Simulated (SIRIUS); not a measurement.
This SIRIUS 7.12.0 run on NaLaMnMoO6 needs a look.

sirius.json

```json
{
  "control": {
    "processing_unit": "cpu",
    "verbosity": 2,
    "num_bands_to_print": 56,
    "print_forces": true,
    "print_stress": true
  },
  "parameters": {
    "electronic_structure_method": "pseudopotential",
    "xc_functionals": ["XC_GGA_X_N12", "XC_GGA_C_N12"],
    "gk_cutoff": 7.8,
    "pw_cutoff": 22.1,
    "shiftk": [0, 0, 0],
    "smearing": "fermi_dirac",
    "smearing_width": 0.0036749322,
    "num_bands": 56,
    "num_mag_dims": 1,
    "num_dft_iter": 80,
    "energy_tol": 1e-08,
    "density_tol": 1e-06,
    "ngrid_k": [2, 2, 2]
  },
  "iterative_solver": {
    "type": "davidson",
    "min_tolerance": 1e-10
  },
  "mixer": {
    "type": "anderson",
    "beta": 0.5,
    "max_history": 8
  },
  "settings": {
    "tol_ne": 1e-10,
    "smooth_initial_mag": true
  },
  "unit_cell": {
    "lattice_vectors": [
      [0.0, 7.299237231718, 7.299237231718],
      [7.299237231718, 0.0, 7.299237231718],
      [7.299237231718, 7.299237231718, 0.0]
    ],
    "atom_coordinate_units": "lattice",
    "atom_types": ["Na", "La", "Mn", "Mo", "O"],
    "atom_files": {
      "Mo": "Mo.json",
      "La": "La.json",
      "Mn": "Mn.json",
      "Na": "Na.json",
      "O": "O.json"
    },
    "atoms": {
      "Na": [
        [0.25, 0.25, 0.25, 0.0, 0.0, 0.0]
      ],
      "La": [
        [0.75, 0.75, 0.75, 0.0, 0.0, 0.0]
      ],
      "Mn": [
        [0.5, 0.5, 0.5, 0.0, 0.0, -4.61]
      ],
      "Mo": [
        [0.0, 0.0, 0.0, 0.0, 0.0, -0.51]
      ],
      "O": [
        [0.74662, 0.25338, 0.25338, 0.0, 0.0, 0.0],
        [0.25338, 0.25338, 0.74662, 0.0, 0.0, 0.0],
        [0.25338, 0.74662, 0.25338, 0.0, 0.0, 0.0],
        [0.74662, 0.25338, 0.74662, 0.0, 0.0, 0.0],
        [0.74662, 0.74662, 0.25338, 0.0, 0.0, 0.0],
        [0.25338, 0.74662, 0.74662, 0.0, 0.0, 0.0]
      ]
    }
  }
}
```

Potentials or basis: SSSP 1.3.0 PBE efficiency.

The run is started by

```bash
$ upf_to_json Mo_ONCV_PBE-1.0.oncvpsp.upf
$ upf_to_json La.paw.z_11.atompaw.wentzcovitch.v1.2.upf
$ upf_to_json mn_pbe_v1.5.uspp.F.UPF
$ upf_to_json na_pbe_v1.5.uspp.F.UPF
$ upf_to_json O.pbe-n-kjpaw_psl.0.1.UPF
$ OMP_NUM_THREADS=4 sirius.scf --input=sirius.json --output=out.json --task=0
```

Output:

```text
Warning in function "compose_json" at src/context/simulation_parameters.cpp:107
The following configuration parameters were not recognized and ignored: ngrid_k
[info] SIRIUS version : 7.12.0
[info] number of MPI ranks           : 1
[info] MPI grid                      : 1 1
[info] maximum number of OMP threads : 4
[... 705 lines left out ...]
[find] xc contribution                :     -58.83794140
[find] ewald contribution             :    -247.37934826
[find] PAW contribution               :    -230.44525154
[find] smearing (-TS)                 :      -0.01098750
[find] SCF correction                 :       0.00000163
[find] Total energy                   :    -582.10232289 (Ha),   -1164.20464578 (Ry)
[find] Free energy (E-TS)             :    -582.11331040 (Ha),   -1164.22662079 (Ry)
[find] band gap (eV)                  :       0.00000000
[find] Efermi                         :       0.39716743
[find] iteration : 37, RMS (target) : 3.1169e-06 (1.0000e-06) , energy difference (target) : 4.4349e-10 (1.0000e-08)
[find] bands are converged : true
[find] iterative solver converged : true
[find] +------------------------------+
[find] | SCF iteration  38 out of  80|
[find] +------------------------------+
[diagonalize] iterative solver tolerance (occupied, empty): 1e-10 1e-10
[diagonalize] average number of iterations: 2
[diagonalize] Lowest band energies
[diagonalize] ik:    0   -2.497874   -1.861990   -1.492693   -1.350754   -1.350754   -1.350754   -0.915678   -0.915678   -0.915678   -0.762310   -0.460114   -0.460114   -0.460114   -0.254222   -0.216714   -0.216714   -0.201477   -0.201477   -0.201477   -0.167709   -0.167709   -0.167709    0.191832    0.200364    0.200364    0.225985    0.225985    0.225985    0.272519    0.272519    0.272519    0.332828    0.332828    0.332828    0.366331    0.366331    0.366331    0.384796    0.384796    0.384796    0.391747    0.391747    0.391747    0.479478    0.479478    0.496125    0.496125    0.496125    0.505672    0.511948    0.511948    0.511948    0.517920    0.517920    0.517920    0.564378
[diagonalize]            -2.526587   -1.861105   -1.492714   -1.377899   -1.377899   -1.377899   -0.914570   -0.914570   -0.914570   -0.762289   -0.460134   -0.460134   -0.460134   -0.251764   -0.213952   -0.213952   -0.198636   -0.198636   -0.198636   -0.167582   -0.167582   -0.167582    0.192311    0.199328    0.199328    0.226441    0.226441    0.226441    0.274138    0.274138    0.274138    0.335959    0.335959    0.335959    0.369395    0.369395    0.369395    0.374352    0.374352    0.374352    0.389522    0.389522    0.389522    0.468449    0.468449    0.491836    0.491836    0.491836    0.505596    0.510374    0.510374    0.510374    0.517971    0.517971    0.517971    0.564505
```

What happened, and what is wrong with the input?

The run was cut off at its time limit. The input holds a flaw that was put in on purpose: misspelt key (parameters.ngrid_k = 2 × 2 × 2).
